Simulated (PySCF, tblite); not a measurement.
# C₆H₁₁AlO₃: geometry, infrared bands and NMR shifts

What infrared bands and NMR shifts should C₆H₁₁AlO₃ (`CCO/C=[CH]/[Al]1[O]CC[O]1`) show?

Computed with tblite 0.8.0 and PySCF 2.14.0, with density-fitted response routines of our own, on a single molecule in the gas phase. Atoms are numbered from 0 throughout.

## 1. The starting structure

21 atoms, charge 0, multiplicity 1; geometry from: force field or distance geometry start.

Bonds of the start (Å): C0–C1 1.52, C1–O2 1.41, O2–C3 1.40, C3–C4 1.30, C4–Al5 1.98, Al5–O6 1.85, O6–C7 1.41, C7–C8 1.50, C8–O9 1.40, O9–Al5 1.84, C0–H10 1.11, C0–H11 1.10, C0–H12 1.11, C1–H13 1.12, C1–H14 1.12, C3–H15 1.12, C4–H16 1.09, C7–H17 1.11, C7–H18 1.12, C8–H19 1.12, C8–H20 1.10.

## 2. Geometry optimisation with GFN2-xTB

What the job is given:

```
{"job": {"kind": "relax", "xc": "GFN2-xTB", "basis": "xTB"}, "charge": 0, "multiplicity": 1}
C      4.681600     0.303000    -0.072000
C      3.347800     0.168200     0.639300
O      2.312400    -0.075800    -0.286600
C      1.012000    -0.219900     0.206300
C     -0.072600     0.166900    -0.388500
Al    -1.795200    -0.164900     0.521700
O     -2.901200    -1.539600    -0.049200
C     -3.908000    -0.696500    -0.550000
C     -4.212500     0.314100     0.516600
O     -3.089300     1.144700     0.627700
H      4.526400     1.025200    -0.905000
H      4.964100    -0.661600    -0.527600
H      5.489200     0.588300     0.630900
H      3.337800    -0.701200     1.348900
H      3.067200     1.087700     1.214500
H      0.947700    -0.718200     1.203700
H     -0.014400     0.657600    -1.355900
H     -4.792200    -1.268700    -0.902600
H     -3.417500    -0.125200    -1.375800
H     -5.062500     0.976800     0.218800
H     -4.429900    -0.244000     1.439100
```

Command:

```console
OMP_NUM_THREADS=1 python probes_run.py task.json out
```

One launch serves the whole session: the jobs run in the order shown.

The log of the run:

```text
step      E/eV     max force
  0    -863.05032    3.548
  1    -863.36167    2.305
  2    -863.55227    1.020
  3    -863.66272    1.231
  4    -863.72187    0.927
  5    -863.77839    0.426
  6    -863.80224    0.386
  7    -863.85352    0.626
  8    -863.88730    0.507
  9    -863.92405    0.470
 10    -863.95303    0.348
 11    -863.98468    0.536
 12    -864.01690    0.510
 13    -864.04486    0.325
 14    -864.06286    0.265
 15    -864.07807    0.342
 16    -864.09784    0.467
 17    -864.11927    0.443
 18    -864.13620    0.297
 19    -864.14849    0.256
 20    -864.15978    0.257
 21    -864.17098    0.414
 22    -864.18949    0.404
 23    -864.21217    0.304
 24    -864.22563    0.276
 25    -864.23208    0.257
 26    -864.24170    0.208
 27    -864.24920    0.211
 28    -864.25571    0.181
 29    -864.26282    0.198
 30    -864.26948    0.193
 31    -864.27787    0.220
 32    -864.28546    0.252
 33    -864.29155    0.201
 34    -864.29407    0.196
 35    -864.29867    0.151
 36    -864.30206    0.114
 37    -864.30581    0.098
 38    -864.30809    0.107
 39    -864.30988    0.090
 40    -864.31149    0.087
 41    -864.31374    0.099
 42    -864.31612    0.106
 43    -864.31874    0.110
 44    -864.32124    0.108
 45    -864.32367    0.098
 46    -864.32597    0.096
 47    -864.32802    0.098
 48    -864.32966    0.093
 49    -864.33098    0.097
 50    -864.33236    0.099
 51    -864.33429    0.098
 52    -864.33727    0.147
 53    -864.34147    0.165
 54    -864.34610    0.196
 55    -864.35084    0.144
 56    -864.35489    0.155
 57    -864.35965    0.166
 58    -864.36472    0.191
 59    -864.36973    0.220
 60    -864.37311    0.174
 61    -864.37615    0.179
 62    -864.37924    0.122
 63    -864.38499    0.157
 64    -864.38819    0.135
 65    -864.39267    0.155
 66    -864.39567    0.129
 67    -864.39839    0.131
 68    -864.40099    0.245
 69    -864.40393    0.099
 70    -864.40587    0.078
 71    -864.40687    0.076
 72    -864.40837    0.087
 73    -864.41093    0.097
 74    -864.41320    0.101
 75    -864.41501    0.111
 76    -864.41689    0.127
 77    -864.41916    0.099
 78    -864.42095    0.097
 79    -864.42261    0.101
 80    -864.42422    0.107
 81    -864.42587    0.115
 82    -864.42775    0.123
 83    -864.42926    0.092
 84    -864.43046    0.095
 85    -864.43135    0.067
 86    -864.43235    0.084
 87    -864.43353    0.074
 88    -864.43468    0.078
 89    -864.43550    0.072
 90    -864.43608    0.058
 91    -864.43664    0.066
 92    -864.43725    0.060
 93    -864.43783    0.061
 94    -864.43833    0.054
 95    -864.43881    0.053
 96    -864.43935    0.053
 97    -864.43990    0.055
 98    -864.44039    0.064
 99    -864.44080    0.056
100    -864.44125    0.048
101    -864.44186    0.069
102    -864.44279    0.091
103    -864.44418    0.090
104    -864.44614    0.130
105    -864.44863    0.160
106    -864.45166    0.186
107    -864.45534    0.200
108    -864.45861    0.167
109    -864.45986    0.149
110    -864.46322    0.136
111    -864.46509    0.116
112    -864.46752    0.117
113    -864.47062    0.120
114    -864.47378    0.128
115    -864.47558    0.098
116    -864.47725    0.095
117    -864.47878    0.099
118    -864.48075    0.071
119    -864.48209    0.084
120    -864.48334    0.074
121    -864.48364    0.052
122    -864.48418    0.041
123    -864.48447    0.036
124    -864.48513    0.047
125    -864.48556    0.042
126    -864.48586    0.055
127    -864.48614    0.049
128    -864.48648    0.046
129    -864.48695    0.044
130    -864.48721    0.047
131    -864.48757    0.044
132    -864.48801    0.041
133    -864.48838    0.039
134    -864.48865    0.041
135    -864.48886    0.032
136    -864.48902    0.024
137    -864.48915    0.024
138    -864.48928    0.027
139    -864.48942    0.024
140    -864.48956    0.021
141    -864.48966    0.017
142    -864.48971    0.017
143    -864.48974    0.013
144    -864.48977    0.011
145    -864.48980    0.012
146    -864.48982    0.009
```

Run time: 1.4 s. Hardware: 1 thread of Arm Neoverse V1, shared host; peak memory 0.18 GiB.

Step by step: (not every step is listed)

```csv
step,energy from step 0 (eV),largest force (eV/Å)
0,0.0000,3.5483
1,-0.3113,2.3053
2,-0.5019,1.0198
3,-0.6124,1.2313
4,-0.6715,0.9267
5,-0.7281,0.4257
6,-0.7519,0.3856
7,-0.8032,0.6256
8,-0.8370,0.5065
21,-1.1207,0.4138
34,-1.2437,0.1958
47,-1.2777,0.0981
60,-1.3228,0.1737
73,-1.3606,0.0973
86,-1.3820,0.0844
99,-1.3905,0.0561
112,-1.4172,0.1173
125,-1.4352,0.0415
138,-1.4390,0.0271
141,-1.4393,0.0169
142,-1.4394,0.0166
143,-1.4394,0.0126
144,-1.4394,0.0107
145,-1.4395,0.0122
146,-1.4395,0.0094
```

Distances of close pairs at the start and the end, largest changes first:

```csv
bond,before (Å),after (Å),change (Å)
Al5–O6,1.854,1.705,-0.149
Al5–O9,1.844,1.711,-0.134
C7–C8,1.501,1.573,+0.072
O2–C3,1.398,1.348,-0.050
C4–Al5,1.976,1.932,-0.045
C3–C4,1.296,1.337,+0.041
C3–H15,1.117,1.087,-0.030
C0–H10,1.113,1.087,-0.027
```

The end geometry stands in the next job.

## 3. Vibrational analysis with GFN2-xTB

What the job is given:

```
{"job": {"kind": "ir", "xc": "GFN2-xTB", "basis": "xTB"}, "charge": 0, "multiplicity": 1}
C      4.615464     0.366106     0.316230
C      3.169811     0.253550     0.771156
O      2.364826    -0.031840    -0.360206
C      1.030515    -0.039394    -0.166852
C      0.151506    -0.324442    -1.132824
Al    -1.710485    -0.271426    -0.620901
O     -3.193991    -0.593170    -1.397259
C     -4.274051    -0.423337    -0.518535
C     -3.768170     0.079850     0.883102
O     -2.367438     0.145026     0.902538
H      4.711214     1.156317    -0.423495
H      4.937049    -0.569717    -0.132248
H      5.253159     0.593170     1.165781
H      3.062548    -0.552339     1.511035
H      2.839077     1.193562     1.233878
H      0.692229     0.207707     0.836408
H      0.521973    -0.568208    -2.120654
H     -4.791952    -1.380725    -0.401290
H     -4.971734     0.304725    -0.944938
H     -4.174222     1.076227     1.085305
H     -4.106248    -0.604699     1.668001
```

The log of the run:

```text
mode    cm-1     km/mol
  1      22.3      0.05
  2      36.5      0.32
  3      42.1      1.41
  4      79.6      0.03
  5      90.3      0.50
  6     136.4      0.25
  7     141.3      2.64
  8     175.2      4.11
  9     188.6      1.74
 10     211.7      1.41
 11     309.9     50.81
 12     341.4     16.85
 13     440.6      4.57
 14     456.9     56.20
 15     611.0      3.45
 16     642.9      2.08
 17     704.4     28.59
 18     718.2    168.62
 19     826.5    236.06
 20     830.7     25.75
 21     855.5      1.07
 22     897.7     21.88
 23     916.2     11.76
 24     996.3     15.90
 25    1064.3    274.76
 26    1071.0     14.99
 27    1076.5      6.59
 28    1089.9      2.91
 29    1107.1      9.89
 30    1141.6     45.04
 31    1146.9    130.95
 32    1183.5    184.23
 33    1205.4      0.07
 34    1216.7      4.47
 35    1253.4      1.44
 36    1300.8      5.89
 37    1305.8     10.38
 38    1313.4      0.46
 39    1342.6     21.68
 40    1401.9     16.03
 41    1471.0      0.02
 42    1474.2      3.85
 43    1478.9      2.63
 44    1490.3      5.71
 45    1491.7      4.19
 46    1615.1    363.31
 47    2876.8     54.28
 48    2899.1      0.25
 49    2902.5     48.53
 50    2917.2     97.32
 51    2920.9     23.17
 52    2928.2    115.26
 53    2983.1     33.11
 54    3029.6     32.80
 55    3051.1     19.68
 56    3052.1     24.94
 57    3055.8     22.18
```

It took 1 s on 1 thread of Arm Neoverse V1, shared host; peak memory 0.18 GiB.

The strongest bands and the atoms that carry them (share of the mass-weighted mode):

```csv
cm⁻¹,km/mol,atoms
718,168.6,"O6 35 %, Al5 29 %, O9 23 %"
826,236.1,"Al5 40 %, C4 14 %, H16 12 %"
1064,274.8,"C8 29 %, C7 23 %, O9 20 %, O6 15 %"
1147,130.9,"O2 31 %, C1 23 %, C4 11 %, H16 10 %"
1184,184.2,"C3 34 %, O2 29 %, H16 17 %"
1615,363.3,"C3 56 %, C4 39 %"
2917,97.3,"H20 27 %, H18 26 %, H17 22 %, H19 15 %"
2928,115.3,"H18 30 %, H17 25 %, H19 22 %, H20 19 %"
```

## 4. Nuclear shieldings: PBE0/pcSseg-1

Settings changed since step 3:

```diff
@@ -1,2 +1,2 @@
-{"job": {"kind": "ir", "xc": "GFN2-xTB", "basis": "xTB"}, "charge": 0, "multiplicity": 1}
+{"job": {"kind": "nmr", "xc": "PBE0", "basis": "pcSseg-1"}, "charge": 0, "multiplicity": 1}
 C      4.615464     0.366106     0.316230
```

Level: GIAO PBE0/pcSseg-1 NMR shielding, non-relativistic, gas phase.

The log of the run:

```text
coarse grid: 18224 points
cycle   1  E = -702.3904915310  dE =  1.387e+00  |g| = 1.119e+00  |ddm| = 4.103e+00
cycle   2  E = -702.0646675078  dE =  3.258e-01  |g| = 1.733e+00  |ddm| = 2.003e+00
cycle   3  E = -702.6217770547  dE = -5.571e-01  |g| = 1.340e-01  |ddm| = 1.341e+00
cycle   4  E = -702.6246857904  dE = -2.909e-03  |g| = 6.560e-02  |ddm| = 1.400e-01
cycle   5  E = -702.6256608953  dE = -9.751e-04  |g| = 1.873e-02  |ddm| = 5.776e-02
cycle   6  E = -702.6257381385  dE = -7.724e-05  |g| = 7.004e-03  |ddm| = 1.987e-02
cycle   7  E = -702.6257493626  dE = -1.122e-05  |g| = 1.701e-03  |ddm| = 6.347e-03
cycle   8  E = -702.6257498504  dE = -4.877e-07  |g| = 4.219e-04  |ddm| = 1.236e-03
final grid: 171856 points
cycle   9  E = -702.7175278870  dE = -2.585e-05  |g| = 1.657e-02  |ddm| = 2.696e-02
cycle  10  E = -702.7174611480  dE =  6.674e-05  |g| = 2.548e-02  |ddm| = 2.356e-02
cycle  11  E = -702.7175784017  dE = -1.173e-04  |g| = 2.369e-03  |ddm| = 1.515e-02
cycle  12  E = -702.7175797214  dE = -1.320e-06  |g| = 3.800e-04  |ddm| = 2.119e-03
cycle  13  E = -702.7175797476  dE = -2.624e-08  |g| = 1.994e-04  |ddm| = 4.562e-04
cycle  14  E = -702.7175797564  dE = -8.767e-09  |g| = 2.474e-05  |ddm| = 1.452e-04
cycle  15  E = -702.7175797565  dE = -9.186e-11  |g| = 1.244e-05  |ddm| = 2.850e-05
converged SCF energy = -702.7175797565

GIAO shielding tensors (ppm)
atom      isotropic    diamagn.    paramagn.     s11        s22        s33       span
  0 C      169.611     244.908     -75.296    154.047    169.471    185.316     31.269
  1 C      116.878     245.949    -129.071     78.646    105.783    166.205     87.559
  2 O      166.908     398.774    -231.866     32.592    226.985    241.148    208.556
  3 C       14.411     260.544    -246.132    -97.608     49.836     91.006    188.615
  4 C       96.610     258.422    -161.812     13.719    103.447    172.664    158.945
  5 Al     406.613     800.392    -393.779    330.605    361.292    527.942    197.337
  6 O      296.151     403.704    -107.552    183.556    328.595    376.303    192.747
  7 C      119.693     240.268    -120.574     92.352    106.140    160.587     68.235
  8 C      119.935     237.555    -117.621     92.793    105.928    161.082     68.289
  9 O      301.563     403.800    -102.237    191.915    334.428    378.345    186.430
 10 H       30.192      27.923       2.268     26.433     28.429     35.712      9.279
 11 H       30.147      27.477       2.670     26.326     28.330     35.785      9.458
 12 H       30.712      24.739       5.973     26.736     27.910     37.490     10.754
 13 H       27.710      31.438      -3.727     23.325     28.219     31.587      8.263
 14 H       27.821      32.019      -4.198     23.506     28.647     31.310      7.804
 15 H       24.965      37.590     -12.625     20.845     23.241     30.809      9.964
 16 H       27.005      32.865      -5.860     24.522     27.248     29.244      4.722
 17 H       27.401      26.855       0.546     22.899     25.823     33.482     10.582
 18 H       27.412      26.559       0.853     23.146     25.821     33.270     10.124
 19 H       27.445      27.883      -0.439     22.777     25.956     33.602     10.824
 20 H       27.457      27.725      -0.268     23.069     25.951     33.350     10.281
```

Wall time 52 s (1 thread of Arm Neoverse V1, shared host); peak memory 1.1 GiB.

Shifts follow as δ = σ(reference) − σ, with reference shieldings (ppm) from runs at the same level and on the same kind of geometry: 1H TMS 31.72, 13C TMS 186.9, 17O H2O 336.1, 27Al AlH4- 490.0. The references are single molecules in the gas phase, so shifts against H2O, NH3, PH3, H3PO4 or CFCl3 are not on the usual liquid scales and can be off by tens of ppm. Shifts against hydride references such as AlH4− lie on their own scale. Atoms listed in one row are averaged.

```csv
atoms,environment,σ (ppm),δ (ppm)
C3,alkene carbon bearing oxygen,14.4,172.5
C4,β carbon of an enol-ether or enamine type C=C,96.6,90.3
C1,sp3 CH2 bonded to O,116.9,70.0
"C7, C8",sp3 CH2 bonded to O,119.8,67.1
C0,methyl carbon,169.6,17.3
H15,hydrogen on an alkene carbon bearing oxygen,24.96,6.75
H16,hydrogen on a β carbon of an enol-ether or enamine type C=C,27.00,4.71
"H17, H18, H19, H20",hydrogen on an sp3 CH2 bonded to O,27.43,4.29
"H13, H14",hydrogen on an sp3 CH2 bonded to O,27.77,3.95
"H10, H11, H12",hydrogen on a methyl carbon,30.35,1.37
O2,ether oxygen,166.9,169.2
"O6, O9","oxygen bonded to C, Al, in a 5-membered ring",298.9,37.2
Al5,"aluminium bonded to C, 2 O, in a 5-membered ring",406.6,83.4
```

The run also stored atomic charges by several schemes (e):

```csv
atoms,Mulliken,IAO,Hirshfeld,ESP fit
C0,-0.27,-0.42,-0.12,-0.48
C1,-0.02,-0.05,0.01,0.35
O2,-0.45,-0.32,-0.10,-0.31
C3,0.18,0.10,0.04,0.37
C4,-0.55,-0.58,-0.24,-1.01
Al5,1.16,1.22,0.62,1.33
"O6, O9",-0.71,-0.67,-0.33,-0.67
"C7, C8",0.06,-0.07,-0.01,0.14
```

Mayer bond orders: C0–C1 1.07, C1–O2 0.87, O2–C3 1.04, C3–C4 1.77, C4–Al5 0.94, Al5–O6 0.91, O6–C7 0.91, C7–C8 1.00, C8–O9 0.92, O9–Al5 0.88.

Ring of atoms Al5, O6, C7, C8, O9: NICS(0) -5.1, NICS(1) -1.6, NICS(1)zz -3.2 ppm (means of both faces).

## 5. What came out

| quantity | value |
| --- | --- |
| strongest single infrared mode (GFN2-xTB) | 1615 cm⁻¹, 363 km/mol |
| zero-point energy (GFN2-xTB) | 102.3 kcal/mol |
| 13C shifts against TMS (PBE0/pcSseg-1, means over atoms taken as alike) | 172.5, 90.3, 70.0, 67.1, 17.3 ppm |
| 1H shifts against TMS (PBE0/pcSseg-1, means over atoms taken as alike) | 6.75, 4.71, 4.29, 3.95, 1.37 ppm |
| 17O shifts against H2O (PBE0/pcSseg-1, means over atoms taken as alike) | 169.2, 37.2 ppm |
| 27Al shifts against AlH4- (PBE0/pcSseg-1) | 83.4 ppm |

In words: Relaxing lowered the energy by 1.439 eV in 146 steps; the close pair that moved most is Al5–O6, from 1.854 to 1.705 Å. No mode is imaginary among the 57: a minimum at this level. The strongest single mode, at 1615 cm⁻¹, moves mainly C3 and C4. Unscaled tight-binding wavenumbers are off by several per cent, some by more. Its intensities can rank the bands wrongly. C3 (alkene carbon bearing oxygen) lies farthest downfield among carbon, at 172.5 ppm; an sp2 carbon further deshielded by the attached heteroatom. The most deshielded hydrogen is H15 (hydrogen on an alkene carbon bearing oxygen), at 6.75 ppm: attached to an sp2 carbon and in the plane of the double bond. At PBE0/pcSseg-1: The largest span, 209 ppm, is at O2, where the paramagnetic term is -232 ppm.
